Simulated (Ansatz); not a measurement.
# Cu+ with TeH₂: superposition error and deformation, part 2 of 2

Ansatz 0.2.0, Gaussian basis. The steps go on from the part before.

**11. B3LYP-D4/def2-TZVPPD**

Input file free-b/in.yaml:

```yaml
crystal:
  periodic: [false, false, false]
  atoms:
    - {symbol: Te, position_ang: [-0.740657, -0.326720, -0.165282]}
    - {symbol: H, position_ang: [0.187541, -1.073578, 0.984626]}
    - {symbol: H, position_ang: [-0.700581, 1.081883, 0.704124]}
basis:
  gaussian: {orbitals: "def2-TZVPPD.json"}
hamiltonian: {xc: {name: B3LYP}, dispersion: d4}
```

Command:

```console
> ansatz run in.yaml --threads 2 --pin off --events-out ev --progress --plain --max-ram 5222MiB
```

Standard output:

```text
Functional definition: B3LYP
  name "B3LYP"
  cite "Stephens, Devlin, Chabalowski & Frisch, J. Phys. Chem. 98, 11623 (1994) doi:10.1021/j100096a001"
  cite "Becke, Phys. Rev. A 38, 3098 (1988) doi:10.1103/PhysRevA.38.3098"
  cite "Lee, Yang & Parr, Phys. Rev. B 37, 785 (1988) doi:10.1103/PhysRevB.37.785"
  cite "Vosko, Wilk & Nusair, Can. J. Phys. 58, 1200 (1980) doi:10.1139/p80-159"
  parameter a0 = 0.2
  parameter ax = 0.72
  parameter ac = 0.81
  exchange = (1 - a0 - ax)*slater_x + ax*b88_x + a0*exact_x
  correlation = (1 - ac)*vwn_rpa_c + ac*lyp_c
595 factors; their error is unknown
mean field evaluation 1: about -7327.9048 eV, gradient 7.1e0 eV
mean field evaluation 2: about -7327.9781 eV, gradient 7.1e0 eV
mean field evaluation 4: about -7328.0690 eV, gradient 3.4e-1 eV
mean field evaluation 8: about -7328.2035 eV, gradient 8.0e-3 eV
mean field -7328.20350725 eV, -269.3065116569 hartree, gradient 2.5e-5 eV, S^2 0.000000; 0 other end points of the search recorded, 0 dependent functions left out
reference -7328.20370876 eV, -269.3065190621 hartree; 13, 13 occupied and 80, 80 virtual orbitals, 595 factors
Total energy: -7328.24326036 eV, -269.3079725566 hartree
```

Run time: 0.6 s. Hardware: 2 threads of Intel Xeon Platinum 8375C at 2.90GHz, shared host; peak memory 0.36 GiB.

**12. wB97X-V/def2-TZVPPD**

Changes to free-b/in.yaml since step 11:

```diff
@@ -8,2 +8,2 @@
   gaussian: {orbitals: "def2-TZVPPD.json"}
-hamiltonian: {xc: {name: B3LYP}, dispersion: d4}
+hamiltonian: {xc: {name: wB97X-V}}
```

Command:

```console
> ansatz run in.yaml --threads 2 --pin off --events-out ev --progress --plain --max-ram 5222MiB
```

Standard output (excerpt; [...] marks lines left out):

```text
[... 5 set-up lines as earlier in the session ...]
[...]
      + integral(e_c_pw_opposite_spin*poly(b97_u_opposite, cos0, cos1)) + vv10(b, c)
592 factors; their error is unknown
164 factors; integrals over basis functions are off by at most 1.7e-4 eV
[...]
mean field -7325.16194952 eV, -269.1947364717 hartree, gradient 1.3e-5 eV, S^2 0.000000; 0 other end points of the search recorded, 0 dependent functions left out
reference -7325.16194781 eV, -269.1947364088 hartree; 13, 13 occupied and 80, 80 virtual orbitals, 592 factors
Total energy: -7325.16194781 eV, -269.1947364088 hartree
```

Run time: 1.6 s. Hardware: 2 threads of Intel Xeon Platinum 8375C at 2.90GHz, shared host; peak memory 0.36 GiB.

**13. wB97M-V/def2-TZVPPD**

Changes to free-b/in.yaml since step 12:

```diff
@@ -8,2 +8,2 @@
   gaussian: {orbitals: "def2-TZVPPD.json"}
-hamiltonian: {xc: {name: wB97X-V}}
+hamiltonian: {xc: {name: wB97M-V}}
```

Command:

```console
> ansatz run in.yaml --threads 2 --pin off --events-out ev --progress --plain --max-ram 5222MiB
```

Standard output (excerpt; [...] marks lines left out):

```text
[... 5 set-up lines as earlier in the session ...]
  # Of w^i u^j: cxij and so on, Table III.
[...]
  gx(w, u) = 1 - cx + cx01*u + cx10*w
  gss(w, u) = css00 + css04*u^4 + css10*w + css20*w^2 + css43*w^4*u^3
  gos(w, u) = cos00 + cos10*w + (cos20 + cos21*u)*w^2 + (cos60 + cos61*u)*w^6
[...]
      + integral(e_c_pw_mod_opposite_spin*gos(b97_w_opposite, b97_u_opposite)) + vv10(b, c)
592 factors; their error is unknown
164 factors; integrals over basis functions are off by at most 1.7e-4 eV
[...]
mean field -7324.57103854 eV, -269.1730208939 hartree, gradient 6.0e-5 eV, S^2 0.000000; 0 other end points of the search recorded, 0 dependent functions left out
reference -7324.57108754 eV, -269.1730226943 hartree; 13, 13 occupied and 80, 80 virtual orbitals, 592 factors
Total energy: -7324.57108754 eV, -269.1730226943 hartree
```

Run time: 1.7 s. Hardware: 2 threads of Intel Xeon Platinum 8375C at 2.90GHz, shared host; peak memory 0.36 GiB.

**14. B2PLYP/def2-TZVPPD**

Changes to free-b/in.yaml since step 13:

```diff
@@ -8,2 +8,2 @@
   gaussian: {orbitals: "def2-TZVPPD.json"}
-hamiltonian: {xc: {name: wB97M-V}}
+hamiltonian: {xc: {name: B2PLYP}}
```

Command:

```console
> ansatz run in.yaml --threads 2 --pin off --events-out ev --progress --plain --max-ram 5222MiB
```

Standard output (excerpt; [...] marks lines left out):

```text
[... 5 set-up lines as earlier in the session ...]
[...]
708 factors; integrals over basis functions are off by at most 5.4e-4 eV
[...]
mean field -7316.64443781 eV, -268.8817236898 hartree, gradient 3.5e-6 eV, S^2 0.000000; 0 other end points of the search recorded, 0 dependent functions left out
4 core orbitals not correlated: weight in the atoms' cores, before any rotation towards them, 1.000 or more for the frozen orbitals, at most 0.000 for the correlated occupied ones
reference -7316.64456352 eV, -268.8817283096 hartree; 9, 9 occupied and 80, 80 virtual orbitals, 708 factors
second order -15.16029979 eV of doubles, -0.00000000 eV of singles
Total energy: -7320.73784447 eV, -269.0321536098 hartree
```

Wall time 1.1 s (2 threads of Intel Xeon Platinum 8375C at 2.90GHz, shared host); peak memory 0.36 GiB.

**15. BLYP-D4/def2-TZVPPD**

Changes to free-b/in.yaml since step 14:

```diff
@@ -8,2 +8,2 @@
   gaussian: {orbitals: "def2-TZVPPD.json"}
-hamiltonian: {xc: {name: B2PLYP}}
+hamiltonian: {xc: {name: BLYP}, dispersion: d4}
```

Command:

```console
> ansatz run in.yaml --threads 2 --pin off --events-out ev --progress --plain --max-ram 5222MiB
```

Standard output:

```text
Functional definition: BLYP
  name "BLYP"
[... 2 set-up lines as earlier in the session ...]
  parameter beta = 0.0042
  parameter a = 0.04918
  parameter b = 0.132
  parameter c = 0.2533
  parameter d = 0.349
  exchange = b88_x(beta = beta)
  correlation = lyp_c(a = a, b = b, c = c, d = d)
567 factors; their error is unknown
mean field evaluation 1: about -7323.6342 eV, gradient 1.2e1 eV
mean field evaluation 2: about -7323.5598 eV, gradient 1.5e1 eV
mean field evaluation 4: about -7324.1333 eV, gradient 8.5e-1 eV
mean field evaluation 8: about -7324.1305 eV, gradient 2.2e-1 eV
mean field evaluation 16: about -7324.1305 eV, gradient 8.0e-6 eV
mean field -7324.13054781 eV, -269.1568331580 hartree, gradient 8.0e-6 eV, S^2 0.000000; 0 other end points of the search recorded, 0 dependent functions left out
reference -7324.13082220 eV, -269.1568432416 hartree; 13, 13 occupied and 80, 80 virtual orbitals, 567 factors
Total energy: -7324.18612322 eV, -269.1588755166 hartree
```

Run time: 0.55 s. Hardware: 2 threads of Intel Xeon Platinum 8375C at 2.90GHz, shared host; peak memory 0.36 GiB.

**16. revPBE-D4/def2-TZVPPD**

Changes to free-b/in.yaml since step 15:

```diff
@@ -8,2 +8,2 @@
   gaussian: {orbitals: "def2-TZVPPD.json"}
-hamiltonian: {xc: {name: BLYP}, dispersion: d4}
+hamiltonian: {xc: {name: revPBE}, dispersion: d4}
```

Command:

```console
> ansatz run in.yaml --threads 2 --pin off --events-out ev --progress --plain --max-ram 5222MiB
```

Standard output (excerpt; [...] marks lines left out):

```text
Functional definition: revPBE
  name "revPBE"
  cite "Zhang & Yang, Phys. Rev. Lett. 80, 890 (1998) doi:10.1103/PhysRevLett.80.890"
[... 1 set-up line as earlier in the session ...]
  parameter kappa = 1.245
[... 3 set-up lines as earlier in the session ...]
567 factors; their error is unknown
mean field evaluation 1: about -7326.4742 eV, gradient 1.1e1 eV
mean field evaluation 2: about -7326.3919 eV, gradient 1.5e1 eV
mean field evaluation 4: about -7326.8997 eV, gradient 7.8e-1 eV
mean field evaluation 8: about -7326.8965 eV, gradient 1.3e-2 eV
mean field -7326.89651509 eV, -269.2584805809 hartree, gradient 1.4e-5 eV, S^2 0.000000; 0 other end points of the search recorded, 0 dependent functions left out
reference -7326.89657196 eV, -269.2584826706 hartree; 13, 13 occupied and 80, 80 virtual orbitals, 567 factors
Total energy: -7326.97608809 eV, -269.2614048345 hartree
```

It took 0.45 s on 2 threads of Intel Xeon Platinum 8375C at 2.90GHz, shared host; peak memory 0.36 GiB.

**17. B97M-V/def2-TZVPPD**

Changes to free-b/in.yaml since step 16:

```diff
@@ -8,2 +8,2 @@
   gaussian: {orbitals: "def2-TZVPPD.json"}
-hamiltonian: {xc: {name: revPBE}, dispersion: d4}
+hamiltonian: {xc: {name: B97M-V}}
```

Command:

```console
> ansatz run in.yaml --threads 2 --pin off --events-out ev --progress --plain --max-ram 5222MiB
```

Standard output (excerpt; [...] marks lines left out):

```text
[... 5 set-up lines as earlier in the session ...]
  # Of w^i u^j: cxij and so on, Table III.
[...]
  gx(w, u) = cx00 + cx01*u + cx02*u^2 + (cx10 + cx11*u)*w
  gss(w, u) = css00 + css02*u^2 + css10*w + (css32*w^3 + css42*w^4)*u^2
  gos(w, u) = cos00 + cos01*u + cos03*u^3 + cos10*w + cos32*w^3*u^2
[...]
      + integral(e_c_pw_mod_opposite_spin*gos(b97_w_opposite, b97_u_opposite)) + vv10(b, c)
567 factors; their error is unknown
[...]
mean field -7325.36243520 eV, -269.2021041846 hartree, gradient 8.6e-6 eV, S^2 0.000000; 0 other end points of the search recorded, 0 dependent functions left out
reference -7325.36249800 eV, -269.2021064926 hartree; 13, 13 occupied and 80, 80 virtual orbitals, 567 factors
Total energy: -7325.36249800 eV, -269.2021064926 hartree
```

Run time: 1.6 s. Hardware: 2 threads of Intel Xeon Platinum 8375C at 2.90GHz, shared host; peak memory 0.36 GiB.

**18. HSE06-D4/def2-TZVPPD**

Changes to free-b/in.yaml since step 17:

```diff
@@ -8,2 +8,2 @@
   gaussian: {orbitals: "def2-TZVPPD.json"}
-hamiltonian: {xc: {name: B97M-V}}
+hamiltonian: {xc: hse06, dispersion: d4}
```

Command:

```console
> ansatz run in.yaml --threads 2 --pin off --events-out ev --progress --plain --max-ram 5222MiB
```

Standard output (excerpt; [...] marks lines left out):

```text
Functional definition: HSE06
  name "HSE06"
  cite "Heyd, Scuseria & Ernzerhof, J. Chem. Phys. 118, 8207 (2003) doi:10.1063/1.1564060"
  cite "Krukau, Vydrov, Izmaylov & Scuseria, J. Chem. Phys. 125, 224106 (2006) doi:10.1063/1.2404663"
  cite "Heyd & Scuseria, J. Chem. Phys. 120, 7274 (2004) doi:10.1063/1.1668634"
  cite "Ernzerhof & Perdew, J. Chem. Phys. 109, 3313 (1998) doi:10.1063/1.476928"
[... 2 set-up lines as earlier in the session ...]
[...]
  # The whole range is PBE's own exchange, as in plane waves. The composition of these papers is wPBEh.
[...]
595 factors; their error is unknown
53 factors; integrals over basis functions are off by at most 8.8e-5 eV
[...]
mean field -7325.77253042 eV, -269.2171749059 hartree, gradient 1.1e-5 eV, S^2 0.000000; 0 other end points of the search recorded, 0 dependent functions left out
reference -7325.77256871 eV, -269.2171763129 hartree; 13, 13 occupied and 80, 80 virtual orbitals, 595 factors
Total energy: -7325.79075915 eV, -269.2178447995 hartree
```

It took 0.65 s on 2 threads of Intel Xeon Platinum 8375C at 2.90GHz, shared host; peak memory 0.36 GiB.

**19. CCSD(T)/def2-TZVPPD**

Changes to free-b/in.yaml since step 18:

```diff
@@ -8,2 +8,2 @@
   gaussian: {orbitals: "def2-TZVPPD.json"}
-hamiltonian: {xc: hse06, dispersion: d4}
+correlation: {method: ccsd_t}
```

Command:

```console
> ansatz run in.yaml --threads 2 --pin off --events-out ev --progress --plain --max-ram 5222MiB
```

Standard output (excerpt; [...] marks lines left out):

```text
[... 4 set-up lines as earlier in the session ...]
[...]
708 factors; integrals over basis functions are off by at most 5.4e-4 eV
[...]
mean field -7296.83557133 eV, -268.1537612734 hartree, gradient 4.9e-6 eV, S^2 0.000000; 0 other end points of the search recorded, 0 dependent functions left out
4 core orbitals not correlated: weight in the atoms' cores, before any rotation towards them, 1.000 or more for the frozen orbitals, at most 0.000 for the correlated occupied ones
reference -7296.83557133 eV, -268.1537612734 hartree; 9, 9 occupied and 80, 80 virtual orbitals, 708 factors
second order -13.04759186 eV of doubles, -0.00000000 eV of singles
cycle   1  -12.41436165 eV  change    6.3e-1 eV  update   7.2e-2
[...]
cycle   9  -12.75052704 eV  change   -2.3e-6 eV  update   4.3e-6
perturbative correction -0.27777930 eV, -0.0102082010 hartree
Total energy: -7309.86387766 eV, -268.6325427004 hartree
```

It took 1.6 s on 2 threads of Intel Xeon Platinum 8375C at 2.90GHz, shared host; peak memory 0.36 GiB.

**20. The split**

```csv
method,interaction with counterpoise (kJ/mol),without,superposition error,deformation,binding energy
PBE-D4,-266.12,-267.48,1.36,-0.17,-266.29
revPBE-D4,-248.69,-250.01,1.32,-0.20,-248.89
BLYP-D4,-260.81,-262.26,1.46,-0.26,-261.07
r2SCAN-D4,-254.48,-255.68,1.20,0.08,-254.39
B97M-V,-250.48,-251.59,1.11,-0.01,-250.49
PBE0-D4,-228.15,-229.41,1.26,0.08,-228.08
B3LYP-D4,-232.82,-234.19,1.37,-0.03,-232.85
HSE06-D4,-227.73,-228.97,1.25,0.08,-227.65
wB97X-V,-211.02,-212.30,1.29,0.18,-210.84
wB97M-V,-210.22,-211.47,1.25,0.21,-210.01
B2PLYP,-211.85,-215.29,3.44,0.17,-211.68
Hartree-Fock,-118.69,-119.80,1.11,0.18,-118.50
MP2,-191.89,-199.80,7.91,0.52,-191.36
CCSD,-171.06,-178.33,7.27,0.28,-170.78
CCSD(T),-181.92,-190.12,8.20,0.24,-181.67
```

**21. Summary of results**

What follows sums up all 2 parts.

```
            quantity           value
interaction, CCSD(T)  -181.92 kJ/mol
 superposition error     8.20 kJ/mol
         deformation     0.24 kJ/mol
      binding energy  -181.67 kJ/mol
```

In this basis the superposition error is 8.20 kJ/mol for CCSD(T) and 1.29 kJ/mol on average for the plain functionals: correlated methods borrow far more, since they need many more functions to converge. Deformation takes back 0 % of the interaction. The free shapes are PBE0-D4 minima, so other methods can show a small negative deformation energy.
